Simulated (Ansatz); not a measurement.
Predict the output of the script below (Ansatz 0.2.0 through its Python package).

`ch2clgen.py`
```python
"""Atomisation energy of CH2ClGeN at the given geometry."""

from collections import Counter

import ansatz


def energy(molecule, charge=0, unpaired=0):
    calc = (
        molecule.calculation()
        .basis(gaussian="6-31G*")
        .correlation("mp2")
    )
    if charge:
        calc = calc.charge(charge)
    if unpaired:
        calc = calc.spin("collinear", total=unpaired)
    return calc.run(threads=1, backend="cpu").report["free_energy_ev"]

GEOMETRY = """
N     2.00560   -1.19340    1.09870
C     1.06930   -0.58760    0.59670
Ge   -0.40710    0.33910   -0.21730
Cl   -1.69390   -1.08410   -1.04000
H     0.16220    1.24870   -1.34970
H    -1.09410    1.21330    0.86540
"""

geometry = ansatz.Crystal.molecule()
for line in GEOMETRY.strip().splitlines():
    symbol, *xyz = line.split()
    geometry = geometry.atom(symbol, [float(v) for v in xyz])

# Hund ground states
unpaired = {"N": 3, "C": 2, "Ge": 2, "Cl": 1, "H": 1}
counts = Counter(site.symbol for site in geometry.cartesian_sites)
atom_energy = {s: energy(ansatz.Crystal.molecule().atom(s, (0, 0, 0)), 0, unpaired[s]) for s in counts}
whole = energy(geometry, 0, 0)
for s, e in atom_energy.items():
    print(f"{s:2s} x{counts[s]}  {e:14.5f} eV")
print(f"CH2ClGeN: {whole:.5f} eV")
split = sum(counts[s] * e for s, e in atom_energy.items()) - whole
print(f"atomisation energy (no zero-point term): {23.060548 * split:.1f} kcal/mol, {split / sum(counts.values()):.3f} eV an atom")
```

Running `python ch2clgen.py` prints:
```text
N  x1     -1481.85064 eV
C  x1     -1026.76650 eV
Ge x1    -56470.45030 eV
Cl x1    -12505.05874 eV
H  x2       -13.55761 eV
CH2ClGeN: -71531.36895 eV
atomisation energy (no zero-point term): 464.2 kcal/mol, 3.355 eV an atom
```

464.2 kcal/mol from the electronic energies, without the zero-point term.

Caveats:
- Total energies depend on the basis set; only differences at equal settings carry meaning.
- The geometry is a force-field or estimated start, not a minimum of this method, and the basis set is short of its limit. All parts are taken at fixed geometry, without zero-point energy.
- In double-zeta sets correlated atomisation energies come out some 10 to 15 % low.
- Timing: 2.4 s on 1 thread of Arm Neoverse V2, on a shared host, peak memory 0.24 GiB.
